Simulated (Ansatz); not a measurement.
Crystal: GaB.

```
Ga B
1.0
     2.71824    0.00000    0.00000
     0.00000    2.71824    0.00000
     0.00000    0.00000    3.23621
Ga B
1 1
Direct
  0.50000 0.50000 0.50000
  0.00000 0.00000 0.00000
```

The cell was built by a generator and needn't be a form met in nature.

Base run:

```yaml
Program: Ansatz 0.2.0
Functional: r2SCAN
Potentials_or_basis: Ansatz PAW
Cutoff: 500 eV
Density_cutoff: 2000 eV
k_mesh: 10 × 10 × 8
Occupations: fermi-dirac, width 0.05 eV
Spin: no spin polarisation
```

Its results: band gap on the k mesh none (metal or under the smearing width); pressure -2.9 GPa.

Question: The run is repeated on the same cell with these changes: functional from r2SCAN to PBE; cutoff from 500 eV to 420 eV; density cutoff from 2000 eV to 1680 eV. What comes out?

Answer: Band gap on the k mesh none (metal or under the smearing width); pressure -0.1 GPa.

Caveats: the PAW data sets come from PBE, with cores solved anew for the run's functional, which leaves a small shift of forces and pressure (some runs).

Not every run made on this cell is shown here.
